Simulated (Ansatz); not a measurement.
# AsNH₄: ionisation energy by level of theory

Aim: the vertical ionisation energy of AsNH₄, as cation minus neutral at the neutral's geometry, on several levels, and how well −ε(HOMO) stands in for it.

Program: Ansatz 0.2.0, Gaussian basis. Level of theory: unrestricted cation, the program's frozen cores in correlated methods. These are calculated values, not measurements.

Levels to be run: UKS PBE-D4/def2-TZVPP; UKS r2SCAN-D4/def2-TZVPP; UKS PBE0-D4/def2-TZVPP; UKS B3LYP-D4/def2-TZVPP; UKS wB97X-V/def2-TZVPP; UKS wB97M-V/def2-TZVPP; UKS B2PLYP/def2-TZVPP; UHF-CCSD(T)/def2-TZVPP; UHF-MP2/def2-QZVPP; extrapolation to the limit; then −ε(HOMO) from the neutral's earlier runs with LDA (SPW92), PBE-D4, revPBE-D4, BLYP-D4, r2SCAN-D4, B97M-V, PBE0-D4, B3LYP-D4, r2SCANh-D4, r2SCAN0-D4, HSE06-D4, BHLYP-D4, CAM-B3LYP-D4, LC-ωPBE, ωB97X-V, ωB97M-V.

### 1 The relaxed structure

An earlier PBE0-D4 in a triple-zeta def2 set relaxation fixed the geometry.

SMILES `N[AsH2]`, 6 atoms, charge 0, spin multiplicity 1.

Atoms are counted from 1 here; the program's logs count them from 0.

Bond lengths: N1–As2 1.854 Å, N1–H3 1.010 Å, N1–H4 1.011 Å, As2–H5 1.524 Å, As2–H6 1.536 Å. Angles: As2–N1–H3 114.8°, As2–N1–H4 110.5°, H3–N1–H4 108.9°, N1–As2–H5 95.5°, N1–As2–H6 101.2°, H5–As2–H6 91.3°.

As a file:

```
atom     x (Å)     y (Å)     z (Å)
  N1  -0.25032  -0.93166  -0.05275
 As2  -0.53127   0.90061  -0.05319
  H3   0.71878  -1.21160   0.00603
  H4  -0.76331  -1.36839   0.70052
  H5   0.17391   1.15644  -1.37942
  H6   0.69422   1.39069   0.73271
```

### 2 Cation, UKS PBE-D4/def2-TZVPP

in.yaml

```yaml
crystal:
  periodic: [false, false, false]
  atoms:
    - {symbol: N, position_ang: [-0.250321, -0.931661, -0.052752]}
    - {symbol: As, position_ang: [-0.531268, 0.900614, -0.053193]}
    - {symbol: H, position_ang: [0.718775, -1.211599, 0.006034]}
    - {symbol: H, position_ang: [-0.763309, -1.368388, 0.700520]}
    - {symbol: H, position_ang: [0.173905, 1.156443, -1.379419]}
    - {symbol: H, position_ang: [0.694219, 1.390692, 0.732710]}
basis:
  gaussian: {orbitals: def2-TZVPP}
total_charge: 1
magnetization: {spin_polarized: true, initial_magnetization: 1}
hamiltonian: {xc: pbe, dispersion: d4}
```

Run with:

```
ansatz run in.yaml --threads 2 --pin off --events-out ev --progress --plain --max-ram 4352MiB
```

After this run come: Cation, UKS r2SCAN-D4/def2-TZVPP; Cation, UKS PBE0-D4/def2-TZVPP; Cation, UKS B3LYP-D4/def2-TZVPP; Cation, UKS wB97X-V/def2-TZVPP; Cation, UKS wB97M-V/def2-TZVPP; Cation, UKS B2PLYP (frozen core)/def2-TZVPP; Cation, UHF-CCSD(T)/def2-TZVPP; Cation, UHF-MP2/def2-QZVPP.

Q: Predict the results of all the runs planned. Wanted: ionisation energy, CCSD(T)/CBS; nearest functional by difference; nearest −ε(HOMO); −ε(HOMO) of PBE; T1 of the cation.

As calculated:

| quantity | value |
| --- | --- |
| ionisation energy, CCSD(T)/CBS | 10.12 eV |
| nearest functional by difference | ωB97X-V (-0.15 eV) |
| nearest −ε(HOMO) | LC-ωPBE (+0.01 eV) |
| −ε(HOMO) of PBE | 6.03 eV |
| T1 of the cation | 0.023 |

By cation minus neutral, the functionals miss by 0.50 eV at most. The PBE orbital energy is 4.1 eV too small: a semilocal HOMO is no ionisation energy. Among orbital estimates LC-ωPBE comes nearest. Hartree-Fock falls 1.47 eV short, as the neutral has more correlation energy than the cation. The cation may have settled in a state other than its lowest; no search over hole states beyond the program's own was made. Correlated methods include outer-core shells of As, which these sets cover unevenly. With outer-core shells in play the reference is unsure by up to some tenths of an eV, so close misses can't be ranked.
